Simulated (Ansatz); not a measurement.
The system is NiMoIrPdW.

```
Ni Mo Pd Ir W
1.0
     2.76078    0.00000    0.00000
    -1.38039    2.39090    0.00000
     0.00000    0.00000   11.34051
Ni Mo Pd Ir W
1 1 1 1 1
Direct
  0.00000 0.00000 0.70917
  0.66667 0.33333 0.29425
  0.66667 0.33333 0.89901
  0.00000 0.00000 0.10604
  0.66667 0.33333 0.52921
```

The cell was built by a generator and needn't be a form met in nature.

```yaml
Program: Ansatz 0.2.0
Task: relaxation of cell and atoms
Functional: PBE
Dispersion: D3(BJ)
Potentials_or_basis: all-electron PAW datasets made for the crystal
k_mesh: 7 × 7 × 2
Occupations: fermi-dirac, width 0.05 eV
Spin: collinear spin, ferromagnetic start
Starting_moments: "[1.0, 1.0, 0.0, 0.6, 0.0] μB"
```

At the start: volume 14.97 Å³/atom.

**Question.** How do energy, volume and symmetry change on relaxing?

**Answer.** Over 6 steps the energy falls by 10.6 meV/atom and the volume is 14.52 Å³/atom (-3.0 %); space group P3m1 (No. 156, to 0.05 Å); moment 0.00 μB per cell.

The path:
| step | energy change (eV) | largest force (eV/Å) | volume (Å³) |
| --- | --- | --- | --- |
| 1 | 0.0000 | 0.2885 | 74.86 |
| 2 | -0.0523 | 0.0676 | 72.86 |
| 3 | -0.0526 | 0.1140 | 72.64 |
| 4 | -0.0533 | 0.0112 | 72.61 |
| 5 | -0.0533 | 0.0029 | 72.62 |
| 6 | -0.0532 | 0.0028 | 72.62 |

Final structure:
```
Ni Mo Pd Ir W
1.0
     2.73853    0.00000    0.00000
    -1.36927    2.37164    0.00000
     0.00000    0.00000   11.18159
Ni Mo Pd Ir W
1 1 1 1 1
Direct
  0.00000 0.00000 0.70917
  0.66667 0.33333 0.29608
  0.66667 0.33333 0.89847
  0.00000 0.00000 0.10530
  0.66667 0.33333 0.52867
```

Caveat: the k mesh is coarse (spacing up to 0.38 Å⁻¹), so the values aren't converged; the k mesh is thin for a metal, which can move the energy by tens of meV per atom; the program listed the state as in doubt; the starting moments weren't kept.
